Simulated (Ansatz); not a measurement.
**GeAsH2 (doublet): relaxing a cheap start**

Aim: relax a generated start of GeAsH2 (doublet) and see which bonds hold.

Method: UKS PBE0/def2-TZVP; program: Ansatz 0.2.0, Gaussian basis.

## 1. The starting structure

4 atoms, charge 0, spin multiplicity 2.

Atoms are counted from 1 here; the program's logs count them from 0.

Bond lengths: Ge1–As2 2.189 Å, Ge1–H3 1.544 Å, Ge1–H4 1.544 Å. Angles: As2–Ge1–H3 130.2°, As2–Ge1–H4 130.2°, H3–Ge1–H4 99.6°.

The start was built by rule and, where that kept it together, relaxed with GFN2-xTB. Sticks and bond lists go by distance. No spin-orbit coupling is included. 

## 2. Relaxation

Contents of in.yaml:

```yaml
crystal:
  periodic: [false, false, false]
  atoms:
    - {symbol: Ge, position_ang: [-1.082835, -0.007621, -0.003311]}
    - {symbol: As, position_ang: [1.105804, 0.007783, 0.003381]}
    - {symbol: H, position_ang: [-2.087494, 1.164790, -0.008739]}
    - {symbol: H, position_ang: [-2.070907, -1.194057, -0.003975]}
basis:
  gaussian: {orbitals: def2-TZVP}
magnetization: {spin_polarized: true, initial_magnetization: 1}
hamiltonian: {xc: pbe0}
relax: {f_tol: 0.004, max_steps: 80}
```

The run is started by

```
$ ansatz run in.yaml --threads 1 --pin off --events-out ev --progress --plain --max-ram 2176MiB
```

What does the calculation give? Wanted: energy gained; shift from the start; total energy; dipole moment; ⟨S²⟩.

The runs gave:

| quantity | value |
| --- | --- |
| steps | 5 |
| energy gained | 0.070 eV |
| shift from the start (rms) | 0.083 Å |
| total energy | -117376.4392 eV |
| dipole moment | 1.27 D |
| ⟨S²⟩ | 0.789 |

The bonds of the start are those of the end. Ge1–As2 went from 2.189 to 2.221 Å. No vibrations were run, so this is a stationary point, not a proven minimum, and this spin need not be the ground state's.
